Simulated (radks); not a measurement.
# Valence configurations of Hf⁺

Aim: which of several valence configurations of Hf⁺ lies lowest at this level, and whether it is the one NIST lists ([Xe] 4f14 5d1 6s2).

The numbers are computed with radks (a radial shooting solver on a logarithmic mesh, Libxc functionals) version 1 (scalar-relativistic Kohn-Sham, r2SCAN, spin-polarised, spherical densities, finite nucleus; open shells are filled with parallel spins first), except any that are marked as measured or tabulated.

## (1) The atom as given

* element: hafnium (Z = 72)
* charge: +1
* electrons: 71
* configuration: [Xe] 4f14 5d1 6s2
* nuclear rms radius: 5.347 fm
* others tried: 4f14 6s2 6p1; 4f14 5d2 6s1; 4f14 5d1 6s1 6p1; 4f13.5 5d1 6s2 6p0.5; 4f13.5 6s2 6p1.5; 4f14 5d1 6p2; 4f14 5d0.5 6s2 6p0.5; 4f14 5d1 6s1.5 6p0.5; 4f13.5 5d0.5 6s2 6p1

Outer shells as boxes (Hund's rule):

Hf⁺
```
[Xe] core
4f [↑↓][↑↓][↑↓][↑↓][↑↓][↑↓][↑↓]
5d [↑ ][  ][  ][  ][  ]
6s [↑↓]
```

## (2) [Xe] 4f14 5d1 6s2

The run's settings:

```text
Z 72
configuration [Xe] 4f14 5d1 6s2
relativity scalar-relativistic
functional r2scan,r2scan
spin polarised
nucleus finite rms 5.347 fm
c 137.035999084
```

## (3) [Xe] 4f14 6s2 6p1

Input: that of step 2 with these lines changed.

```diff
@@ -1,3 +1,3 @@
 Z 72
-configuration [Xe] 4f14 5d1 6s2
+configuration [Xe] 4f14 6s2 6p1
 relativity scalar-relativistic
```

## (4) [Xe] 4f14 5d2 6s1

Input: that of step 3 with these lines changed.

```diff
@@ -1,3 +1,3 @@
 Z 72
-configuration [Xe] 4f14 6s2 6p1
+configuration [Xe] 4f14 5d2 6s1
 relativity scalar-relativistic
```

## (5) [Xe] 4f14 5d1 6s1 6p1

Input: that of step 4 with these lines changed.

```diff
@@ -1,3 +1,3 @@
 Z 72
-configuration [Xe] 4f14 5d2 6s1
+configuration [Xe] 4f14 5d1 6s1 6p1
 relativity scalar-relativistic
```

## (6) [Xe] 4f13.5 5d1 6s2 6p0.5

The run's settings:

```text
Z 72
configuration [Xe] 4f13.5 5d1 6s2 6p0.5
relativity scalar-relativistic
functional r2scan,r2scan
spin polarised
nucleus finite rms 5.347 fm
c 137.035999084
```

## (7) [Xe] 4f13.5 6s2 6p1.5

The run's settings:

```text
Z 72
configuration [Xe] 4f13.5 6s2 6p1.5
relativity scalar-relativistic
functional r2scan,r2scan
spin polarised
nucleus finite rms 5.347 fm
c 137.035999084
```

## (8) [Xe] 4f14 5d1 6p2

The run's settings:

```text
Z 72
configuration [Xe] 4f14 5d1 6p2
relativity scalar-relativistic
functional r2scan,r2scan
spin polarised
nucleus finite rms 5.347 fm
c 137.035999084
```

## (9) [Xe] 4f14 5d0.5 6s2 6p0.5

Input: that of step 8 with these lines changed.

```diff
@@ -1,3 +1,3 @@
 Z 72
-configuration [Xe] 4f14 5d1 6p2
+configuration [Xe] 4f14 5d0.5 6s2 6p0.5
 relativity scalar-relativistic
```

## (10) [Xe] 4f14 5d1 6s1.5 6p0.5

The run's settings:

```text
Z 72
configuration [Xe] 4f14 5d1 6s1.5 6p0.5
relativity scalar-relativistic
functional r2scan,r2scan
spin polarised
nucleus finite rms 5.347 fm
c 137.035999084
```

## (11) [Xe] 4f13.5 5d0.5 6s2 6p1

The run's settings:

```text
Z 72
configuration [Xe] 4f13.5 5d0.5 6s2 6p1
relativity scalar-relativistic
functional r2scan,r2scan
spin polarised
nucleus finite rms 5.347 fm
c 137.035999084
```

What does the calculation give? Wanted: for each run, valence; E − E(NIST configuration); moment; highest level; its energy; 1s shift.

As calculated:

```tsv
valence	E − E(NIST configuration) (eV)	moment (μB)	highest level	its energy (eV)	1s shift (eV)
4f14 5d2 6s1	-0.085	3	5d up	-9.913	+2.64
4f14 5d1 6s2	0.000	1	5d up	-10.995	+0.00
4f14 5d1 6s1.5 6p0.5	2.106	2	6p up	-7.683	-0.72
4f14 5d0.5 6s2 6p0.5	2.134	1	6p up	-7.798	-2.09
4f14 5d1 6s1 6p1	3.554	3	6p up	-8.226	-1.27
4f14 6s2 6p1	4.452	1	6p up	-8.573	-4.19
4f14 5d1 6p2	8.886	3	6p up	-8.834	-2.72
4f13.5 5d1 6s2 6p0.5	10.991	2	6p up	-7.955	-6.45
4f13.5 5d0.5 6s2 6p1	13.790	2	6p up	-8.745	-8.62
4f13.5 6s2 6p1.5	16.832	2	6p up	-9.446	-10.81
```

**Reading.** This level puts 4f14 5d2 6s1 lowest, 0.085 eV under the NIST configuration. The energies are those of spherical high-spin densities, not of single terms. The 1s eigenvalue shifts by up to 10.81 eV as the valence charge is rearranged.
